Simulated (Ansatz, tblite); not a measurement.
**The cluster Al5As5: rung by rung**

How do method and basis change the picture of the cluster Al5As5 (singlet)?

The runs use Ansatz 0.2.0, Gaussian basis; as each input shows.

Plan: GFN1-xTB, GFN2-xTB, PBE-D4/def2-TZVP, r2SCAN-D4/def2-TZVP, HF/def2-TZVP, BHLYP-D4/def2-TZVP, PBE-D4/def2-SVP, PBE0-D4/def2-SVP, HF/6-31G, B3LYP-D4/6-31G, MP2/def2-SVP.

6 further runs of the same task are left out: 4 that didn't finish, 2 set aside as unsound or not needed. Runs told in other sessions of the task aren't counted.

### Step 1. The structure

The geometry is that of the singlet, from an earlier relaxation (PBE-D4/def2-SVP). At that level it is the lowest of the isomers that a small search found.

10 atoms, charge 0, spin multiplicity 1.

Bond lengths: Al1–As6 2.501 Å, Al1–As7 2.555 Å, Al1–As9 2.452 Å, Al2–As6 2.502 Å, Al2–As8 2.555 Å, Al2–As9 2.451 Å, Al3–As6 2.651 Å, Al3–As7 2.744 Å, Al3–As10 2.737 Å, Al4–As7 2.529 Å, Al4–As8 2.529 Å, Al4–As9 2.449 Å, Al5–As6 2.649 Å, Al5–As8 2.742 Å, Al5–As10 2.736 Å, As7–As10 2.543 Å, As8–As10 2.543 Å. Angles: As6–Al1–As7 115.4°, As6–Al1–As9 107.2°, As7–Al1–As9 103.9°, As6–Al2–As8 115.4°, As6–Al2–As9 107.2°, As8–Al2–As9 103.9°, As6–Al3–As7 104.8°, As6–Al3–As10 97.8°, As7–Al3–As10 55.3°, As7–Al4–As8 110.7°, As7–Al4–As9 104.8°, As8–Al4–As9 104.8°, As6–Al5–As8 104.9°, As6–Al5–As10 97.9°, As8–Al5–As10 55.3° and more.

Geometry (Å):

```
atom     x (Å)     y (Å)     z (Å)
 Al1   1.20370   0.23539   1.45567
 Al2  -1.31790  -0.86883   1.06473
 Al3   2.18624  -0.77417  -0.98907
 Al4  -0.86419   1.89208   0.22818
 Al5  -0.59939  -1.99158  -1.41845
 As6   0.81602  -2.15066   0.81551
 As7   1.55932   1.85054  -0.49176
 As8  -2.21355   0.19833  -1.07740
 As9  -0.85029   1.04289   2.52488
As10   0.08005   0.56600  -2.11229
```

PBE0-D4/def2-TZVP was run before; its log isn't repeated, and its numbers join the tables.

### Step 2. GFN1-xTB

Tight binding, by tblite at 300 K electronic temperature and without a spin-polarisation term:

```python
tblite.interface.Calculator('GFN1-xTB', numbers, positions, charge=0, uhf=0).singlepoint()
```

Energy -498.4116 eV, HOMO -8.30 eV, LUMO -7.29 eV; 0.027 s.

### Step 3. GFN2-xTB

Tight binding, by tblite at 300 K electronic temperature and without a spin-polarisation term:

```python
tblite.interface.Calculator('GFN2-xTB', numbers, positions, charge=0, uhf=0).singlepoint()
```

Energy -462.4880 eV, HOMO -7.55 eV, LUMO -6.63 eV; 0.04 s.

### Step 4. PBE-D4/def2-TZVP

start.molden holds the orbitals of an earlier run on this state, given as this run's starting guess.

Input file in.yaml:

```yaml
crystal:
  periodic: [false, false, false]
  atoms:
    - {symbol: Al, position_ang: [1.203700, 0.235394, 1.455666]}
    - {symbol: Al, position_ang: [-1.317902, -0.868827, 1.064727]}
    - {symbol: Al, position_ang: [2.186240, -0.774167, -0.989068]}
    - {symbol: Al, position_ang: [-0.864191, 1.892081, 0.228184]}
    - {symbol: Al, position_ang: [-0.599394, -1.991578, -1.418452]}
    - {symbol: As, position_ang: [0.816020, -2.150657, 0.815507]}
    - {symbol: As, position_ang: [1.559316, 1.850537, -0.491763]}
    - {symbol: As, position_ang: [-2.213548, 0.198328, -1.077399]}
    - {symbol: As, position_ang: [-0.850287, 1.042888, 2.524877]}
    - {symbol: As, position_ang: [0.080046, 0.566001, -2.112290]}
basis:
  gaussian: {orbitals: def2-TZVP, initial_orbitals: start.molden}
hamiltonian: {xc: pbe, dispersion: d4}
scf: {omitted_lower_state_checks: [starts]}
output: {orbitals: {seedname: orbitals}}
```

Launch:

```sh
ansatz run in.yaml --threads 4 --pin off --events-out ev --progress --plain --max-ram 6963MiB
```

The log of the run:

```text
Functional definition: PBE
  name "PBE"
  cite "Perdew, Burke & Ernzerhof, Phys. Rev. Lett. 77, 3865 (1996) doi:10.1103/PhysRevLett.77.3865"
  parent pbe
  parameter kappa = 0.804
  parameter beta = 0.06672455060314922
  exchange = pbe_x(kappa = kappa, mu = beta*pi^2/3)
  correlation = pbe_c(beta = beta)
these checks for a lower state are left out or cut short: starts
3160 factors; their error is unknown
mean field evaluation 1: about -337137.1205 eV, gradient 2.2e1 eV
mean field evaluation 2: about -337137.4466 eV, gradient 4.7e-1 eV
mean field evaluation 4: about -337137.4155 eV, gradient 1.4e-1 eV
mean field -337137.41549245 eV, -12389.5714993998 hartree, gradient 8.1e-5 eV, S^2 0.000000; 0 other end points of the search recorded, 0 dependent functions left out
reference -337137.41553593 eV, -12389.5715009976 hartree; 115, 115 occupied and 310, 310 virtual orbitals, 3160 factors
Total energy: -337138.54340325 eV, -12389.6129493569 hartree
Checks for a lower state left out: starts
```

Run time: 22 s. Hardware: 4 threads of Arm Neoverse V1, shared host; peak memory 1.8 GiB.

Report: HOMO -5.07 eV, LUMO -3.76 eV.

### Step 5. r2SCAN-D4/def2-TZVP

in.yaml: that of step 4 with these lines changed.

```diff
@@ -15,4 +15,4 @@
   gaussian: {orbitals: def2-TZVP, initial_orbitals: start.molden}
-hamiltonian: {xc: pbe, dispersion: d4}
+hamiltonian: {xc: r2scan, dispersion: d4}
 scf: {omitted_lower_state_checks: [starts]}
-output: {orbitals: {seedname: orbitals}}
+output: {forces: true, orbitals: {seedname: orbitals}}
```

The command is unchanged.

The log of the run (excerpt; [...] marks lines left out):

```text
Functional definition: r2SCAN
  name "r2SCAN"
  cite "Furness, Kaplan, Ning, Perdew & Sun, J. Phys. Chem. Lett. 11, 8208 (2020) doi:10.1021/acs.jpclett.0c02405"
  cite "Furness, Kaplan, Ning, Perdew & Sun, J. Phys. Chem. Lett. 11, 9248 (2020) doi:10.1021/acs.jpclett.0c03077"
  parent r2scan
[...]
3160 factors; their error is unknown
[...]
mean field -337195.92156687 eV, -12391.7215579776 hartree, gradient 1.2e-5 eV, S^2 0.000000; 0 other end points of the search recorded, 0 dependent functions left out
[...]
reference -337195.92157913 eV, -12391.7215584284 hartree; 115, 115 occupied and 310, 310 virtual orbitals, 3160 factors
Total energy: -337196.15089399 eV, -12391.7299855940 hartree
Atom 0 at     1.203700     0.235394     1.455666 Å, force    -0.202927    -0.005567    -0.073744 eV/Å
Atom 1 at    -1.317902    -0.868827     1.064727 Å, force     0.155847     0.147016    -0.022807 eV/Å
Atom 2 at     2.186240    -0.774167    -0.989068 Å, force    -0.119563     0.057180     0.073378 eV/Å
Atom 3 at    -0.864191     1.892081     0.228184 Å, force     0.103249    -0.250307     0.027825 eV/Å
Atom 4 at    -0.599394    -1.991578    -1.418452 Å, force     0.017637     0.108321     0.086343 eV/Å
Atom 5 at     0.816020    -2.150657     0.815507 Å, force    -0.110045     0.280045    -0.106838 eV/Å
Atom 6 at     1.559316     1.850537    -0.491763 Å, force    -0.247810    -0.232162    -0.004862 eV/Å
Atom 7 at    -2.213548     0.198328    -1.077399 Å, force     0.331088     0.018937     0.083985 eV/Å
Atom 8 at    -0.850287     1.042888     2.524877 Å, force     0.107313    -0.123557    -0.287000 eV/Å
Atom 9 at     0.080046     0.566001    -2.112290 Å, force    -0.034789     0.000095     0.223719 eV/Å
Dipole moment:    -0.075571     0.141327     0.088597 e Å
Checks for a lower state left out: starts
```

It took 56 s on 4 threads of Arm Neoverse V1, shared host; peak memory 1.8 GiB.

Report: HOMO -5.17 eV, LUMO -3.81 eV.

### Step 6. HF/def2-TZVP

in.yaml: that of step 5 with these lines changed.

```diff
@@ -15,4 +15,4 @@
   gaussian: {orbitals: def2-TZVP, initial_orbitals: start.molden}
-hamiltonian: {xc: r2scan, dispersion: d4}
+hamiltonian: {xc: hf}
 scf: {omitted_lower_state_checks: [starts]}
-output: {forces: true, orbitals: {seedname: orbitals}}
+output: {orbitals: {seedname: orbitals}}
```

The command is unchanged.

The log of the run:

```text
Functional definition: HF
  name "HF"
  cite "Fock, Z. Phys. 61, 126 (1930) doi:10.1007/BF01340294"
  parent pbe
  exchange = exact_x
  correlation = 0
these checks for a lower state are left out or cut short: starts
3875 factors; their error is unknown
the host lacks memory for fits, so the integrals are decomposed
2781 factors; integrals over basis functions are off by at most 9.1e-4 eV
mean field evaluation 1: about -336895.4047 eV, gradient 6.1e1 eV
mean field evaluation 2: about -336897.6487 eV, gradient 3.2e0 eV
mean field evaluation 4: about -336898.8238 eV, gradient 2.5e0 eV
mean field evaluation 8: about -336898.8521 eV, gradient 1.0e-3 eV
mean field -336898.85212628 eV, -12380.8044573969 hartree, gradient 2.9e-5 eV, S^2 0.000000; 0 other end points of the search recorded, 0 dependent functions left out
reference -336898.85212628 eV, -12380.8044573969 hartree; 115, 115 occupied and 310, 310 virtual orbitals, 2781 factors
Total energy: -336898.85212628 eV, -12380.8044573969 hartree
Checks for a lower state left out: starts
```

Wall time 53 s (4 threads of Arm Neoverse V1, shared host); peak memory 3 GiB.

HOMO -6.90 eV, LUMO -1.05 eV.

### Step 7. BHLYP-D4/def2-TZVP

in.yaml: that of step 6 with these lines changed.

```diff
@@ -15,3 +15,3 @@
   gaussian: {orbitals: def2-TZVP, initial_orbitals: start.molden}
-hamiltonian: {xc: hf}
+hamiltonian: {xc: {name: BHLYP}, dispersion: d4}
 scf: {omitted_lower_state_checks: [starts]}
```

The command is unchanged.

The log of the run (excerpt; [...] marks lines left out):

```text
Functional definition: BHLYP
  name "BHLYP"
  cite "Becke, J. Chem. Phys. 98, 1372 (1993) doi:10.1063/1.464304"
  cite "Becke, Phys. Rev. A 38, 3098 (1988) doi:10.1103/PhysRevA.38.3098"
  cite "Lee, Yang & Parr, Phys. Rev. B 37, 785 (1988) doi:10.1103/PhysRevB.37.785"
[...]
3750 factors; their error is unknown
the host lacks memory for fits, so the integrals are decomposed
2781 factors; integrals over basis functions are off by at most 9.1e-4 eV
[...]
mean field -337196.05954258 eV, -12391.7266284917 hartree, gradient 2.5e-5 eV, S^2 0.000000; 0 other end points of the search recorded, 0 dependent functions left out
reference -337196.05973615 eV, -12391.7266356053 hartree; 115, 115 occupied and 310, 310 virtual orbitals, 2781 factors
Total energy: -337198.12778326 eV, -12391.8026349345 hartree
Checks for a lower state left out: starts
```

It took 69 s on 4 threads of Arm Neoverse V1, shared host; peak memory 3.1 GiB.

HOMO -6.20 eV, LUMO -2.63 eV.

### Step 8. PBE-D4/def2-SVP

in.yaml: that of step 7 with these lines changed.

```diff
@@ -14,4 +14,4 @@
 basis:
-  gaussian: {orbitals: def2-TZVP, initial_orbitals: start.molden}
-hamiltonian: {xc: {name: BHLYP}, dispersion: d4}
+  gaussian: {orbitals: def2-SVP, initial_orbitals: start.molden}
+hamiltonian: {xc: pbe, dispersion: d4}
 scf: {omitted_lower_state_checks: [starts]}
```

The command is unchanged.

The log of the run:

```text
Functional definition: PBE
  name "PBE"
  cite "Perdew, Burke & Ernzerhof, Phys. Rev. Lett. 77, 3865 (1996) doi:10.1103/PhysRevLett.77.3865"
  parent pbe
  parameter kappa = 0.804
  parameter beta = 0.06672455060314922
  exchange = pbe_x(kappa = kappa, mu = beta*pi^2/3)
  correlation = pbe_c(beta = beta)
these checks for a lower state are left out or cut short: starts
2780 factors; their error is unknown
mean field evaluation 1: about -337088.0017 eV, gradient 1.7e1 eV
mean field evaluation 2: about -337088.3879 eV, gradient 4.6e-1 eV
mean field evaluation 4: about -337088.1418 eV, gradient 8.6e-2 eV
mean field -337088.14178976 eV, -12387.7607242246 hartree, gradient 5.0e-5 eV, S^2 0.000000; 0 other end points of the search recorded, 0 dependent functions left out
reference -337088.14183081 eV, -12387.7607257334 hartree; 115, 115 occupied and 135, 135 virtual orbitals, 2780 factors
Total energy: -337089.26969813 eV, -12387.8021740928 hartree
Checks for a lower state left out: starts
```

Run time: 11 s. Hardware: 4 threads of Arm Neoverse V1, shared host; peak memory 0.7 GiB.

Report: HOMO -5.14 eV, LUMO -3.83 eV.

### Step 9. PBE0-D4/def2-SVP

in.yaml: that of step 8 with these lines changed.

```diff
@@ -15,3 +15,3 @@
   gaussian: {orbitals: def2-SVP, initial_orbitals: start.molden}
-hamiltonian: {xc: pbe, dispersion: d4}
+hamiltonian: {xc: pbe0, dispersion: d4}
 scf: {omitted_lower_state_checks: [starts]}
```

Launched as before.

The log of the run:

```text
Functional definition: PBE0
  name "PBE0"
  cite "Adamo & Barone, J. Chem. Phys. 110, 6158 (1999) doi:10.1063/1.478522"
  cite "Perdew, Burke & Ernzerhof, Phys. Rev. Lett. 77, 3865 (1996) doi:10.1103/PhysRevLett.77.3865"
  parent pbe
  parameter a = 0.25
  parameter kappa = 0.804
  parameter beta = 0.06672455060314922
  exchange = (1 - a)*pbe_x(kappa = kappa, mu = beta*pi^2/3) + a*exact_x
  correlation = pbe_c(beta = beta)
these checks for a lower state are left out or cut short: starts
2370 factors; integrals over basis functions are off by at most 6.2e-4 eV
mean field evaluation 1: about -337099.0837 eV, gradient 8.8e0 eV
mean field evaluation 2: about -337099.2038 eV, gradient 1.2e-1 eV
mean field evaluation 4: about -337099.3021 eV, gradient 4.1e-4 eV
mean field -337099.30214621 eV, -12388.1708597596 hartree, gradient 2.5e-5 eV, S^2 0.000000; 0 other end points of the search recorded, 0 dependent functions left out
reference -337099.30217722 eV, -12388.1708608990 hartree; 115, 115 occupied and 135, 135 virtual orbitals, 2370 factors
Total energy: -337100.29498026 eV, -12388.2073457379 hartree
Checks for a lower state left out: starts
```

Run time: 23 s. Hardware: 4 threads of Arm Neoverse V1, shared host; peak memory 1.3 GiB.

HOMO -5.80 eV, LUMO -3.41 eV.

### Step 10. HF/6-31G

in.yaml: that of step 9 with these lines changed.

```diff
@@ -14,4 +14,4 @@
 basis:
-  gaussian: {orbitals: def2-SVP, initial_orbitals: start.molden}
-hamiltonian: {xc: pbe0, dispersion: d4}
+  gaussian: {orbitals: 6-31G}
+hamiltonian: {xc: hf}
 scf: {omitted_lower_state_checks: [starts]}
```

Same command.

The log of the run:

```text
Functional definition: HF
  name "HF"
  cite "Fock, Z. Phys. 61, 126 (1930) doi:10.1007/BF01340294"
  parent pbe
  exchange = exact_x
  correlation = 0
these checks for a lower state are left out or cut short: starts
1948 factors; integrals over basis functions are off by at most 1.6e-4 eV
mean field evaluation 1: about -336842.0199 eV, gradient 1.8e1 eV
mean field evaluation 2: about -336842.1785 eV, gradient 1.9e1 eV
mean field evaluation 4: about -336844.1402 eV, gradient 3.9e0 eV
mean field evaluation 8: about -336844.2657 eV, gradient 5.8e-1 eV
mean field -336844.27367039 eV, -12378.7987361377 hartree, gradient 1.5e-5 eV, S^2 0.000000; 0 other end points of the search recorded, 0 dependent functions left out
reference -336844.27367039 eV, -12378.7987361377 hartree; 115, 115 occupied and 95, 95 virtual orbitals, 1948 factors
Total energy: -336844.27367039 eV, -12378.7987361377 hartree
Checks for a lower state left out: starts
```

It took 11 s on 4 threads of Arm Neoverse V1, shared host; peak memory 0.99 GiB.

HOMO -7.44 eV, LUMO -1.59 eV.

### Step 11. B3LYP-D4/6-31G

in.yaml: that of step 10 with these lines changed.

```diff
@@ -15,3 +15,3 @@
   gaussian: {orbitals: 6-31G}
-hamiltonian: {xc: hf}
+hamiltonian: {xc: {name: B3LYP}, dispersion: d4}
 scf: {omitted_lower_state_checks: [starts]}
```

Same command.

The log of the run (excerpt; [...] marks lines left out):

```text
Functional definition: B3LYP
  name "B3LYP"
  cite "Stephens, Devlin, Chabalowski & Frisch, J. Phys. Chem. 98, 11623 (1994) doi:10.1021/j100096a001"
  cite "Becke, Phys. Rev. A 38, 3098 (1988) doi:10.1103/PhysRevA.38.3098"
  cite "Lee, Yang & Parr, Phys. Rev. B 37, 785 (1988) doi:10.1103/PhysRevB.37.785"
  cite "Vosko, Wilk & Nusair, Can. J. Phys. 58, 1200 (1980) doi:10.1139/p80-159"
[...]
1948 factors; integrals over basis functions are off by at most 1.6e-4 eV
[...]
mean field -337151.97277261 eV, -12390.1064695781 hartree, gradient 3.4e-5 eV, S^2 0.000000; 0 other end points of the search recorded, 0 dependent functions left out
reference -337151.97305437 eV, -12390.1064799328 hartree; 115, 115 occupied and 95, 95 virtual orbitals, 1948 factors
Total energy: -337153.86599433 eV, -12390.1760441931 hartree
Checks for a lower state left out: starts
```

Run time: 16 s. Hardware: 4 threads of Arm Neoverse V1, shared host; peak memory 1.1 GiB.

From the report: HOMO -5.90 eV, LUMO -3.71 eV.

### Step 12. MP2/def2-SVP

in.yaml: that of step 11 with these lines changed.

```diff
@@ -14,4 +14,4 @@
 basis:
-  gaussian: {orbitals: 6-31G}
-hamiltonian: {xc: {name: B3LYP}, dispersion: d4}
+  gaussian: {orbitals: def2-SVP, initial_orbitals: start.molden}
+correlation: {method: mp2}
 scf: {omitted_lower_state_checks: [starts]}
```

The command is unchanged.

The log of the run (excerpt; [...] marks lines left out):

```text
Functional definition: HF
  name "HF"
  cite "Fock, Z. Phys. 61, 126 (1930) doi:10.1007/BF01340294"
  parent pbe
[...]
2370 factors; integrals over basis functions are off by at most 6.2e-4 eV
[...]
mean field -336849.29111930 eV, -12378.9831239842 hartree, gradient 3.3e-6 eV, S^2 0.000000; 0 other end points of the search recorded, 0 dependent functions left out; unrestricted orbitals would lower it
70 core orbitals not correlated: weight in the atoms' cores, before any rotation towards them, 1.000 or more for the frozen orbitals, at most 0.000 for the correlated occupied ones
reference -336849.29111930 eV, -12378.9831239842 hartree; 45, 45 occupied and 135, 135 virtual orbitals, 2370 factors
second order -41.86357440 eV of doubles, -0.00000000 eV of singles
Total energy: -336891.15469370 eV, -12380.5215819672 hartree
Checks for a lower state left out: starts
```

Run time: 31 s. Hardware: 4 threads of Arm Neoverse V1, shared host; peak memory 1.6 GiB.

Hartree-Fock HOMO -6.99 eV, LUMO -1.18 eV. Doubts: restricted state is unstable towards broken spin symmetry.

### Step 13. Comparison

```
              level  functions  HOMO (eV)  LUMO (eV)  gap (eV)  time
           HF/6-31G        210      -7.44      -1.59      5.86  11 s
       HF/def2-TZVP        425      -6.90      -1.05      5.85  53 s
    PBE-D4/def2-SVP        250      -5.14      -3.83      1.31  11 s
   PBE-D4/def2-TZVP        425      -5.07      -3.76      1.32  22 s
r2SCAN-D4/def2-TZVP        425      -5.17      -3.81      1.35  56 s
     B3LYP-D4/6-31G        210      -5.90      -3.71      2.18  16 s
   PBE0-D4/def2-SVP        250      -5.80      -3.41      2.39  23 s
  PBE0-D4/def2-TZVP        425      -5.71      -3.30      2.41  66 s
 BHLYP-D4/def2-TZVP        425      -6.20      -2.63      3.56  69 s
```

Energy pieces by basis (eV):

| basis | HF | MP2 correlation | total |
| --- | --- | --- | --- |
| def2-SVP | -336849.2911 | -41.8636 | -336891.1547 (MP2) |

### Step 14. Binding energy

Free atoms were run apart at each level; binding is atoms less cluster, divided by the number of atoms, without zero-point or spin-orbit terms.

```csv
level,binding an atom (eV)
HF/6-31G,0.627
HF/def2-SVP,1.229
HF/def2-TZVP,1.257
PBE-D4/def2-SVP,3.047
PBE-D4/def2-TZVP,3.058
r2SCAN-D4/def2-TZVP,2.939
B3LYP-D4/6-31G,2.313
PBE0-D4/def2-SVP,2.895
PBE0-D4/def2-TZVP,2.919
BHLYP-D4/def2-TZVP,2.605
MP2/def2-SVP,2.605
```

### Step 15. Outcome

| quantity | value |
| --- | --- |
| gap in def2-TZVP, named functionals and Hartree-Fock, smallest and largest | 1.32 eV (PBE-D4), 5.85 eV (HF) |
| correlation energy, MP2/def2-SVP | -41.86 eV |
| binding an atom, functionals in def2-TZVP | 2.61 (BHLYP-D4) to 3.06 eV (PBE-D4) |
| PBE0 total energy, smallest basis above largest | 49.13 eV (def2-SVP, def2-TZVP) |

What this shows: Orbital gaps of the named functionals and Hartree-Fock in def2-TZVP span 1.32 eV (PBE-D4) to 5.85 eV (HF); exact exchange widens it.

The slowest run with a step of its own, BHLYP-D4/def2-TZVP, took 69 s; the quickest functional in def2-TZVP took 22 s (shared host).
